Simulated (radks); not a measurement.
# Cu³⁺ in [Ar] 3d8: an all-electron calculation

An exercise on one series of results from a longer session: the logs are not shown, and one member is left open.

Method: non-relativistic Kohn-Sham, PBEsol, spin-polarised, spherical densities, point nucleus; open shells are filled with parallel spins first. Code: radks (a radial shooting solver on a logarithmic mesh, Libxc functionals) version 1.

## What is computed

| Item | Value |
| --- | --- |
| element | copper (Z = 29) |
| charge | +3 |
| electrons | 26 |
| configuration | [Ar] 3d8 |

The outer shells:

Cu³⁺
```
[Ar] core
3d [↑↓][↑↓][↑↓][↑ ][↑ ]
```

The first run:

Input:

```text
Z 29
configuration [Ar] 3d8 4s0 4p0 4d0 4f0
relativity non-relativistic
functional pbe_sol,pbe_sol
spin polarised
nucleus point
```

On the command line:

```sh
$ python run_ks.py task.json out
```

All runs below come from this command, one after another.

One of the session's tables, all rows but one given; the rest of the session is left out.

It belongs to the step «Shells». Radial moments (bohr):

| level | <r> | outermost maximum (interpolated) | 90 % within | nodes |
| --- | --- | --- | --- | --- |
| 1s up | 0.05294 | 0.0349 | 0.0943 | 0 |
| 1s down | 0.05294 | 0.0349 | 0.0943 | 0 |
| 2s up | 0.2389 | 0.200 | 0.369 | 1 |
| 2s down | 0.2388 | 0.200 | 0.369 | 1 |
| 2p up | 0.2080 | 0.160 | 0.340 | 0 |
| 2p down | 0.2078 | 0.160 | 0.339 | 0 |
| 3s up | 0.7151 | 0.620 | 1.07 | 2 |
| 3s down | 0.7166 | 0.621 | 1.07 | 2 |
| 3p up | 0.7400 | 0.620 | 1.14 | 1 |
| 3p down | ? | ? | ? | ? |
| 3d up | 0.8463 | 0.584 | 1.43 | 0 |
| 3d down | 0.8590 | 0.587 | 1.46 | 0 |
| 4s up | 2.076 | 1.83 | 3.03 | 3 |
| 4s down | 2.101 | 1.85 | 3.07 | 3 |
| 4p up | 2.387 | 2.09 | 3.51 | 2 |
| 4p down | 2.420 | 2.12 | 3.56 | 2 |

Estimate the missing values for 3p down.

The run gave: <r>: 0.7424; outermost maximum (interpolated): 0.621; 90 % within: 1.14; nodes: 1. In the column «<r>» it lies between 3p up (0.7400) and 3d up (0.8463).

To keep in mind: Open shells are spherical and high-spin; term and fine-structure splittings are not resolved.
